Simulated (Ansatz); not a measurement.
# Zn3S4: the cost of one run

Computed with Ansatz 0.2.0 (DFT PBE, scalar-relativistic, plane waves, PAW, unless a step's input says otherwise).

## (1) The structure to begin with

It takes space group Cmmm (No. 65, orthorhombic). Conventional cell: a = 4.632 Å, b = 7.088 Å, c = 9.011 Å, α = 90.00°, β = 90.00°, γ = 90.00°. Zn (site symmetry mm2) has 3 Zn at 2.68 Å and 2 S at 2.70 Å as nearest neighbours. Zn (site symmetry mmm) has 4 Zn at 2.68 Å as nearest neighbours. S (site symmetry m) has 3 S at 2.25 to 2.32 Å and 1 Zn at 2.70 Å as nearest neighbours.

Structure file:

```
CELL_PARAMETERS angstrom
2.31625 -3.54424 0.00000
2.31625 3.54424 0.00000
0.00000 0.00000 9.01124
ATOMIC_POSITIONS crystal
Zn 0.00000 0.00000 0.35122
Zn 0.00000 0.00000 0.64878
Zn 0.50000 0.50000 0.50000
S 0.25000 0.75000 0.12500
S 0.75000 0.25000 0.12500
S 0.25000 0.75000 0.87500
S 0.75000 0.25000 0.87500
```

## (2) A loose first relaxation

input.yaml

```yaml
crystal:
  lattice:
    - [2.3162460083, -3.5442352781, 0.0]
    - [2.3162460083, 3.5442352781, 0.0]
    - [0.0, 0.0, 9.0112440072]
  atoms:
    - { symbol: Zn, position: [0.0, 0.0, 0.3512219323] }
    - { symbol: Zn, position: [0.0, 0.0, 0.6487780677] }
    - { symbol: Zn, position: [0.5, 0.5, 0.5] }
    - { symbol: S, position: [0.25, 0.75, 0.125] }
    - { symbol: S, position: [0.75, 0.25, 0.125] }
    - { symbol: S, position: [0.25, 0.75, 0.875] }
    - { symbol: S, position: [0.75, 0.25, 0.875] }
basis:
  ecutwfc: 420
kpoints:
  mp_grid: { grid: [4, 4, 2] }
hamiltonian:
  xc: pbe
scf:
  occupations: { method: gaussian, width: 0.1 }
  lower_state_search: "off"
output:
  forces: true
  stress: true
  eigenvalues: true
relax:
  adjacent_minimum: "off"
  f_tol: 0.04
  max_steps: 70
  cell: { stress_tol: 0.4 }
```

Command:

```
$ ansatz run input.yaml --threads 1 --pin off --max-ram 2560MiB --backend cpu --events-out ev --progress --plain --runs-dir out
```

**Question.** How long does this run take on 1 thread of Intel Xeon Platinum 8488C (Sapphire Rapids), shared host, and how much memory does it need?

About 1.8 min, with a peak of 0.47 GiB.
